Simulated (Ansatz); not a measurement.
# FGaH₂SSi: how energies converge with the basis set

One table from this session's results is given with a row withheld; the runs are named, their logs left out.

Method: one geometry, several basis sets; program: Ansatz 0.2.0, Gaussian basis.

Plan: PBE0-D4/def2-SVP; ωB97M-V/def2-SVP; PBE0-D4/def2-QZVPP; ωB97M-V/def2-QZVPP; the functionals' def2-TZVPP values are taken from earlier runs.

## The geometry

All runs share one geometry, relaxed beforehand with PBE0-D4 in a triple-zeta def2 set.

6 atoms, charge 0, spin multiplicity 1.

Atoms are counted from 1 here; the program's logs count them from 0.

Bond lengths: F1–Si3 1.623 Å, Ga2–S4 2.350 Å, Si3–S4 2.088 Å, Si3–H5 1.481 Å, Si3–H6 1.481 Å. Angles: F1–Si3–S4 107.6°, F1–Si3–H5 106.2°, F1–Si3–H6 106.2°, S4–Si3–H5 112.9°, S4–Si3–H6 112.9°, H5–Si3–H6 110.6°, Ga2–S4–Si3 93.9°.

The first run:

The input, in.yaml:

```yaml
crystal:
  periodic: [false, false, false]
  atoms:
    - {symbol: F, position_ang: [0.086218, -1.266020, -0.727564]}
    - {symbol: Ga, position_ang: [-1.690152, -1.311035, 1.501460]}
    - {symbol: Si, position_ang: [0.418621, 0.285109, -0.383441]}
    - {symbol: S, position_ang: [-0.701339, 0.811244, 1.298337]}
    - {symbol: H, position_ang: [1.879242, 0.352599, -0.146990]}
    - {symbol: H, position_ang: [0.049412, 1.064103, -1.587901]}
basis:
  gaussian: {orbitals: def2-SVP}
hamiltonian: {xc: pbe0, dispersion: d4}
output: {orbitals: {seedname: orbitals}}
```

Run with:

```
> ansatz run in.yaml --threads 2 --pin off --events-out ev --progress --plain --max-ram 4352MiB
```

Among the steps run: PBE0-D4 in def2-SVP; ωB97M-V in def2-SVP; PBE0-D4 in def2-QZVPP; ωB97M-V in def2-QZVPP.

One of the session's tables, all rows but one given; the rest of the session is left out.

It belongs to the step «Functionals by basis». 

| functional | basis | HOMO (eV) | LUMO (eV) |
| --- | --- | --- | --- |
| PBE0-D4 | def2-SVP | -6.94 | -1.67 |
| PBE0-D4 | def2-TZVPP | ? | ? |
| PBE0-D4 | def2-QZVPP | -6.97 | -1.78 |
| ωB97M-V | def2-SVP | -8.90 | 0.12 |
| ωB97M-V | def2-TZVPP | -8.94 | 0.03 |
| ωB97M-V | def2-QZVPP | -8.98 | -0.12 |

Q: Estimate the row for PBE0-D4, def2-TZVPP from the others.

As computed: HOMO (eV): -6.95; LUMO (eV): -1.74. In the column «HOMO (eV)» it lies between PBE0-D4, def2-QZVPP (-6.97) and PBE0-D4, def2-SVP (-6.94).
